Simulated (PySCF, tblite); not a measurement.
# C₄H₁₄GeN₂: geometry, infrared bands and NMR shifts

Wanted: the infrared bands and NMR shifts of C₄H₁₄GeN₂ (`CCCC[N](N)[GeH3]`), by calculation.

Programs: tblite 0.8.0 and PySCF 2.14.0, with density-fitted response routines of our own. Each step states its level of theory. These are calculated values for one molecule in the gas phase, unless marked as measured. Atoms count from 0, in the outputs and in this text.

## (1) The starting structure

21 atoms, charge 0, multiplicity 1; geometry from: force field or distance geometry start.

Bonds of the start (Å): C0–C1 1.51, C1–C2 1.53, C2–C3 1.51, C3–N4 1.44, N4–N5 1.40, N4–Ge6 1.84, C0–H7 1.11, C0–H8 1.11, C0–H9 1.12, C1–H10 1.11, C1–H11 1.11, C2–H12 1.12, C2–H13 1.11, C3–H14 1.10, C3–H15 1.15, N5–H16 1.05, N5–H17 1.05, Ge6–H18 1.57, Ge6–H19 1.57, Ge6–H20 1.54.

## (2) Relaxing the molecule with GFN2-xTB

What the job is given:

```
{"job": {"kind": "relax", "xc": "GFN2-xTB", "basis": "xTB"}, "charge": 0, "multiplicity": 1}
C     -2.327900     0.175600    -0.849300
C     -1.918400    -0.910400     0.117400
C     -0.399300    -1.045000     0.245500
C      0.113700     0.291400     0.721700
N      1.541200     0.314500     0.896600
N      1.868500     1.599300     1.341200
Ge     2.510500    -0.257700    -0.564300
H     -2.214300     1.192000    -0.421900
H     -1.744000     0.149200    -1.788100
H     -3.418600    -0.003000    -1.035300
H     -2.372900    -0.713500     1.108400
H     -2.318400    -1.861100    -0.297700
H     -0.232500    -1.784200     1.069000
H      0.079600    -1.365300    -0.698900
H     -0.213500     1.161600     0.131100
H     -0.329600     0.446900     1.768000
H      1.062000     1.932500     1.923800
H      1.855100     2.213600     0.491000
H      2.159600    -1.754600    -0.880600
H      4.015700    -0.312300    -0.117900
H      2.274500     0.547400    -1.850900
```

Launch:

```console
$ OMP_NUM_THREADS=1 python probes_run.py task.json out
```

One launch serves the whole session: the jobs run in the order shown.

**Question.** This job is followed by: GFN2-xTB harmonic vibrations, gas phase; GIAO PBE0/pcSseg-1 NMR shielding, non-relativistic, gas phase. What will the session give for the following? strongest single infrared mode (GFN2-xTB); zero-point energy (GFN2-xTB); ¹³C shifts against TMS (PBE0/pcSseg-1); ¹H shifts against TMS (PBE0/pcSseg-1, means over atoms taken as alike); ¹⁵N shifts against NH3 (PBE0/pcSseg-1); ⁷³Ge shifts against GeMe4 (PBE0/pcSseg-1); surface potential, 1st and 99th percentile.

**Answer**, as computed:

```
                                                              quantity                                   value
                             strongest single infrared mode (GFN2-xTB)                   2131 cm⁻¹, 385 km/mol
                                          zero-point energy (GFN2-xTB)                          109.6 kcal/mol
                                ¹³C shifts against TMS (PBE0/pcSseg-1)              64.8, 35.7, 25.1, 15.9 ppm
¹H shifts against TMS (PBE0/pcSseg-1, means over atoms taken as alike)  4.42, 2.94, 2.80, 1.53, 1.50, 1.00 ppm
                                ¹⁵N shifts against NH3 (PBE0/pcSseg-1)                         109.3, 69.6 ppm
                             ⁷³Ge shifts against GeMe4 (PBE0/pcSseg-1)                                -139 ppm
                                 surface potential, 1st and 99th percentile                      -1.52 V and 1.22 V
```

What this shows: The optimisation took 102 steps and gained 0.821 eV; among the close pairs (by a distance rule), Ge6–H19 changed most, from 1.571 to 1.484 Å. No mode is imaginary among the 57: a minimum at this level. The strongest single mode, at 2131 cm⁻¹, moves mainly H19. GFN2-xTB is a fitted tight-binding method: band positions and strengths are rough. Its intensities can rank the bands wrongly. The most deshielded carbon is C3 (sp3 CH2 bonded to N), at 64.8 ppm: pulled downfield by the heteroatom. At PBE0/pcSseg-1: The largest span, 323 ppm, is at Ge6, where the paramagnetic term is -1286 ppm. Spin-orbit coupling is left out, which matters for shieldings and couplings at and beside the heavy atoms.
